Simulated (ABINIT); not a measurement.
Input of an ABINIT 10.8.3 (patched build) run:

The input run.abi:

```
# Pseudopotentials
pp_dirpath "./"
pseudos "Ge.GGA_PBE-JTH.xml, Ga.GGA_PBE-JTH.xml"

# Structure
acell 7.7444194535 7.7444194535 7.7444194535
rprim
     0.0000000000     0.7071067812     0.7071067812
     0.7071067812     0.0000000000     0.7071067812
     0.7071067812     0.7071067812     0.0000000000
ntypat 2
znucl 32 31
natom 2
typat 1 2
xred
     0.0000000000     0.0000000000     0.0000000000
     0.2500000000     0.2500000000     0.2500000000

# Plane-wave basis
ecut 26.0
pawecutdg 48.0
pawxcdev 0

# k points
kptopt 1
ngkpt 8 8 8
nshiftk 1
shiftk 0.0 0.0 0.0

# Exchange and correlation
ixc 11

# Bands and occupations
nband 18
occopt 3
tsmear 0.00183747

# SCF cycle
nstep 100
tolvrs 1.0e-9

# Output
iomode 3
prtwf 0
prtden 0
prteig 0
prtebands 0
```

Potentials or basis: JTH PAW PBE v2.0.

The run is started by

```sh
$ abinit run.abi > log 2>&1
```

Question: Estimate the band gap on the k mesh.

Answer: None (metal or under the smearing width).

Question: What does it give for the pressure?

Answer: 0.2 GPa.
